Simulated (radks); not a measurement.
**Excited configurations of Cr¹⁹⁺**

How tightly is the outer electron of Cr¹⁹⁺ held in higher orbitals? Ground state, ion and excited configurations are run in turn.

The numbers are computed with radks (a radial shooting solver on a logarithmic mesh, Libxc functionals) version 1 (non-relativistic Kohn-Sham, PBEsol, spin-polarised, spherical densities, point nucleus; open shells are filled with parallel spins first), except any that are marked as measured or tabulated.

### 1 The system

```
element       : chromium (Z = 24)
charge        : +19
electrons     : 5
configuration : [He] 2s2 2p1
```

Outer shells as boxes (Hund's rule):

Cr¹⁹⁺
```
[He] core
2s [↑↓]
2p [↑ ][  ][  ]
```

### 2 Ground configuration: [He] 2s2 2p1

Input:

```text
Z 24
configuration [He] 2s2 2p1
relativity non-relativistic
functional pbe_sol,pbe_sol
spin polarised
nucleus point
```

### 3 The ion: [He] 2s2

Input:

```text
Z 24
configuration [He] 2s2
relativity non-relativistic
functional pbe_sol,pbe_sol
spin polarised
nucleus point
```

### 4 Outer electron in 3s: [He] 2s2 3s1

Input:

```text
Z 24
configuration [He] 2s2 3s1
relativity non-relativistic
functional pbe_sol,pbe_sol
spin polarised
nucleus point
```

### 5 Outer electron in 4p: [He] 2s2 4p1

Input:

```text
Z 24
configuration [He] 2s2 4p1
relativity non-relativistic
functional pbe_sol,pbe_sol
spin polarised
nucleus point
```

### 6 Outer electron in 4d: [He] 2s2 4d1

Input:

```text
Z 24
configuration [He] 2s2 4d1
relativity non-relativistic
functional pbe_sol,pbe_sol
spin polarised
nucleus point
```

### 7 Outer electron in 4f: [He] 2s2 4f1

Input:

```text
Z 24
configuration [He] 2s2 4f1
relativity non-relativistic
functional pbe_sol,pbe_sol
spin polarised
nucleus point
```

### 8 Outer electron in 5d: [He] 2s2 5d1

Input:

```text
Z 24
configuration [He] 2s2 5d1
relativity non-relativistic
functional pbe_sol,pbe_sol
spin polarised
nucleus point
```

### 9 Outer electron in 5f: [He] 2s2 5f1

Input:

```text
Z 24
configuration [He] 2s2 5f1
relativity non-relativistic
functional pbe_sol,pbe_sol
spin polarised
nucleus point
```

### 10 Outer electron in 6p: [He] 2s2 6p1

Input:

```text
Z 24
configuration [He] 2s2 6p1
relativity non-relativistic
functional pbe_sol,pbe_sol
spin polarised
nucleus point
```

### 11 Outer electron in 6d: [He] 2s2 6d1

Input:

```text
Z 24
configuration [He] 2s2 6d1
relativity non-relativistic
functional pbe_sol,pbe_sol
spin polarised
nucleus point
```

### 12 Outer electron in 6f: [He] 2s2 6f1

Input:

```text
Z 24
configuration [He] 2s2 6f1
relativity non-relativistic
functional pbe_sol,pbe_sol
spin polarised
nucleus point
```

### 13 Outer electron in 7f: [He] 2s2 7f1

Input:

```text
Z 24
configuration [He] 2s2 7f1
relativity non-relativistic
functional pbe_sol,pbe_sol
spin polarised
nucleus point
```

Q: Predict the outcome of this session. Wanted: for each run, outer orbital; excitation; binding; n*; quantum defect; <r>.

**Answer**, as computed:

```csv
outer orbital,excitation (eV),binding (eV),n*,quantum defect,<r> (bohr)
3s,829.51,653.97,2.885,0.115,0.6268
4p,1128.7,354.75,3.917,0.083,1.105
4d,1135.3,348.17,3.954,0.046,1.026
4f,1142.2,341.29,3.993,0.007,0.8942
5d,1260.9,222.57,4.945,0.055,1.690
5f,1263.8,219.72,4.977,0.023,1.561
6p,1327.2,156.28,5.901,0.099,2.572
6d,1329.0,154.44,5.936,0.064,2.503
6f,1330.5,153.03,5.964,0.036,2.377
7f,1370.9,112.61,6.952,0.048,3.340
```

**Reading.** Binding is E(ion) − E, and n* = 20/√(2·binding) in atomic units. The Δ-SCF energy to the ion that was run is 1483.5 eV (NIST's first ionisation energy, to the ion's ground state: 1495 eV, semi-empirical). Mean quantum defects: s 0.12, p 0.09, d 0.06, f 0.03. They fall with l, since high-l orbitals stay out of the core. Self-interaction in the functional shifts them, so they are the method's values and not measured ones. Open shells are spherical and high-spin; term and fine-structure splittings are not resolved.
